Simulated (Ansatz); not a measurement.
# Cl2GaH: the cost of one run

Computed with Ansatz 0.2.0, Gaussian basis. Level: PBE0-D4/def2-TZVP structures, single points in def2-TZVPP, no counterpoise correction.

Levels: SPW92, PBE-D4, BLYP-D4, r2SCAN-D4, B97M-V, PBE0-D4, B3LYP-D4, r2SCAN0-D4, BHLYP-D4, CAM-B3LYP-D4, wB97X-V, wB97M-V, B2PLYP, PBE-QIDH, RPA on PBE, Hartree-Fock, MP2, CCSD, CCSD(T).

Cores are frozen in the correlated methods. Filled d shells of the heavier atoms are correlated. B3LYP uses VWN-RPA correlation. B2PLYP carries no dispersion term here.

94 further runs of the same task are left out: 94 set aside as unsound or not needed. Runs told in other sessions of the task aren't counted.

## (1) The starting structure

The complex: 7 atoms, charge 0, spin multiplicity 1.

Atoms are counted from 1 here; the program's logs count them from 0.

Bond lengths: Ga1–O2 2.121 Å, Ga1–Cl3 2.179 Å, Ga1–Cl4 2.148 Å, Ga1–H6 1.553 Å, O2–H5 0.964 Å, O2–H7 0.967 Å. Angles: O2–Ga1–Cl3 91.3°, O2–Ga1–Cl4 100.8°, O2–Ga1–H6 101.2°, Cl3–Ga1–Cl4 113.1°, Cl3–Ga1–H6 119.7°, Cl4–Ga1–H6 121.6°, Ga1–O2–H5 114.5°, Ga1–O2–H7 104.5°, H5–O2–H7 107.3°.

Geometry (Å):

```mol
Cl2GaH3O
  3D, bonds by distance, orders not assigned

  7  6  0  0  0  0  0  0  0  0999 V2000
   -0.8334   -0.0321    0.3625 Ga  0  0
    1.2323    0.0815   -0.1036 O   0  0
   -1.3570   -0.0991   -1.7512 Cl  0  0
   -1.1517    1.8981    1.2492 Cl  0  0
    1.7322   -0.7174    0.0971 H   0  0
   -0.8801   -1.3335    1.2090 H   0  0
    1.2576    0.2025   -1.0630 H   0  0
  1  2  8  0
  1  3  8  0
  1  4  8  0
  1  6  8  0
  2  5  8  0
  2  7  8  0
M  END
```

Its parts: GaHCl₂ holds atoms 1, 3, 4, 6; H₂O holds atoms 2, 5, 7. Each part counts its atoms afresh in its own runs.

## (2) Relaxing GaHCl₂ alone

Input file relax-a/in.yaml:

```yaml
crystal:
  periodic: [false, false, false]
  atoms:
    - {symbol: Ga, position_ang: [-0.833404, -0.032108, 0.362529]}
    - {symbol: Cl, position_ang: [-1.357045, -0.099131, -1.751202]}
    - {symbol: Cl, position_ang: [-1.151681, 1.898116, 1.249182]}
    - {symbol: H, position_ang: [-0.880057, -1.333475, 1.208988]}
basis:
  gaussian: {orbitals: def2-TZVP}
hamiltonian: {xc: pbe0, dispersion: d4}
relax: {f_tol: 0.005, max_steps: 200}
```

Started as:

```bash
$ ansatz run in.yaml --threads 4 --pin off --events-out ev --progress --plain --max-ram 9574MiB
```

**Question.** How long does this run take on 4 threads of Arm Neoverse V2, shared host?

About 8 s.
